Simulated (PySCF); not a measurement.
The system is S2C, in a box.

```
CELL_PARAMETERS angstrom
12.00000 0.00000 0.00000
0.00000 10.00000 0.00000
0.00000 0.00000 11.00000
ATOMIC_POSITIONS crystal
S 0.61417 0.48650 0.56937
C 0.50108 0.50210 0.50309
S 0.38800 0.51770 0.43681
```

Program: PySCF 2.14.0. Alike in all runs: task atomic charges; potentials or basis 6-31g* (all-electron); no spin polarisation; cell as given; k mesh 1 × 1 × 1; smearing fixed.

Question: Order these runs on this cell by their band gap on the k mesh, lowest first.
A. level LC-wPBE+D4; three-body dispersion term yes; exxdiv ewald
B. level M06-L
C. level WC
D. level r2SCAN0+D4; three-body dispersion term yes; exxdiv ewald

Answer: C (4.15 eV), B (4.54 eV), D (6.25 eV), A (10.60 eV).

Caveats: this is a molecule in a periodic box at the Γ point, so its band gap is the HOMO-LUMO gap; the basis of atomic orbitals isn't converged, which shifts pressures, moduli and gaps.

A k mesh can miss the band edges.

Not every run made on this cell is shown here.
